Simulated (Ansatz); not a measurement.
# ZrF (doublet): wave-function methods side by side, def2-TZVPP

The task here is to estimate one member of a computed series from the others.

Computed with Ansatz 0.2.0, Gaussian basis. Level: def2-TZVPP, core rule «outside noble gas», up to 5 orbitals frozen.

The runs, in order: UHF; ROHF; CCSD(T) on UHF.

### What is computed

The geometry is a PBE0/def2-TZVP stationary point (not a proven minimum) of the parent state, kept for this charge and spin. No spin-orbit coupling is included. Elements past krypton take def2 core potentials.

2 atoms, charge 0, spin multiplicity 2.

Atoms are counted from 1 here; the program's logs count them from 0.

Bond lengths: Zr1–F2 1.889 Å.

Geometry (Å):

```xyz
2
FZr
Zr    0.0000    0.0000    0.0000
F     0.0000    0.0000    1.8888
```

Set-up of the first run:

Input file in.yaml:

```yaml
crystal:
  periodic: [false, false, false]
  atoms:
    - {symbol: Zr, position_ang: [0.000000, 0.000000, 0.000000]}
    - {symbol: F, position_ang: [0.000000, 0.000000, 1.888800]}
basis:
  gaussian: {orbitals: def2-TZVPP}
magnetization: {spin_polarized: true, initial_magnetization: 1}
hamiltonian: {xc: hf}
output: {orbitals: {seedname: orbitals}}
```

Run with:

```
> ansatz run in.yaml --threads 1 --pin off --events-out ev --progress --plain --max-ram 4096MiB --backend cpu
```

Among the steps run: UHF; ROHF; CCSD(T) on UHF.

One table of the session follows, with a row left open; its other results are not shown here.

It belongs to the step «Misses and costs». 

```
  method  from UCCSD(T) (meV)
    ROHF                    ?
     UHF              +9240.2
    UMP2               +718.8
   UCCSD               +356.8
UCCSD(T)                    0
```

Q: Estimate the row for ROHF from the others.

As computed: from UCCSD(T) (meV): +9559.4. In the column «from UCCSD(T) (meV)» it is the highest.

Limits of these values: The determinant is far from a pure spin state, so its energy mixes those of several spin states (harmless only where they are near-degenerate, as at dissociation). Warnings: spin contamination; coupled cluster took another determinant than the lowest.
